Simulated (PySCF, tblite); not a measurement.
**C7H6NP: geometry, infrared bands and NMR shifts**

Aim: predict the infrared bands and NMR shifts of C7H6NP (`Cc1cc(C#N)ccp1`).

Computed with tblite 0.8.0 and PySCF 2.14.0, with density-fitted response routines of our own, on a single molecule in the gas phase. Atoms are numbered from 0 throughout.

### 1 Starting geometry

15 atoms, charge 0, multiplicity 1; geometry from: force field or distance geometry start.

Bonds of the start (Å): C0–C1 1.52, C1–C2 1.39, C2–C3 1.42, C3–C4 1.43, C4–N5 1.16, C3–C6 1.41, C6–C7 1.39, C7–P8 1.83, P8–C1 1.85, C0–H9 1.10, C0–H10 1.09, C0–H11 1.09, C2–H12 1.09, C6–H13 1.09, C7–H14 1.09.

### 2 Relaxing the molecule with GFN2-xTB

Job settings and geometry (Å):

```
{"job": {"kind": "relax", "xc": "GFN2-xTB", "basis": "xTB"}, "charge": 0, "multiplicity": 1}
C      2.504600    -0.637000     0.040000
C      0.991300    -0.547800     0.052600
C      0.376200     0.686500    -0.115600
C     -1.026300     0.926200    -0.131600
C     -1.496500     2.260900    -0.316500
N     -1.879300     3.346800    -0.488800
C     -1.977100    -0.098300     0.055800
C     -1.668900    -1.439600     0.268400
P      0.035700    -2.109900     0.330500
H      2.911900    -0.008400     0.838800
H      2.855500    -1.657500     0.191800
H      2.872000    -0.287600    -0.923200
H      1.013300     1.558000    -0.260300
H     -3.032400     0.168500     0.038500
H     -2.484500    -2.153000     0.397600
```

On the command line:

```
> OMP_NUM_THREADS=1 python probes_run.py task.json out
```

One launch serves the whole session: the jobs run in the order shown.

**Question.** This job is followed by: GFN2-xTB harmonic vibrations, gas phase; GIAO PBE0/pcSseg-1 NMR shielding, non-relativistic, gas phase. What will the session give for the following? strongest single infrared mode (GFN2-xTB); zero-point energy (GFN2-xTB); 13C shifts against TMS (PBE0/pcSseg-1); 1H shifts against TMS (PBE0/pcSseg-1, means over atoms taken as alike); 15N shifts against NH3 (PBE0/pcSseg-1); 31P shifts against H3PO4 (PBE0/pcSseg-1).

**Answer**, as computed:

| quantity | value |
| --- | --- |
| strongest single infrared mode (GFN2-xTB) | 2370 cm⁻¹, 283 km/mol |
| zero-point energy (GFN2-xTB) | 67.4 kcal/mol |
| 13C shifts against TMS (PBE0/pcSseg-1) | 181.8, 166.1, 143.4, 140.0, 125.7, 117.3, 27.5 ppm |
| 1H shifts against TMS (PBE0/pcSseg-1, means over atoms taken as alike) | 9.23, 8.31, 8.21, 2.99 ppm |
| 15N shifts against NH3 (PBE0/pcSseg-1) | 320.2 ppm |
| 31P shifts against H3PO4 (PBE0/pcSseg-1) | 255.9 ppm |

In words: The optimisation took 26 steps and gained 0.336 eV; among the close pairs (by a distance rule), C1–P8 changed most, from 1.852 to 1.750 Å. All 39 modes are real, so the xTB geometry is a minimum. The strongest single mode, at 2370 cm⁻¹, moves mainly C4 and N5. GFN2-xTB is a fitted tight-binding method: band positions and strengths are rough. Its intensities can rank the bands wrongly. At PBE0/pcSseg-1: Shielding is most anisotropic at P8 (span 722 ppm, paramagnetic term -906 ppm). NICS(1)zz of -25 ppm above the planar ring from C1 marks a diatropic (aromatic) ring current.
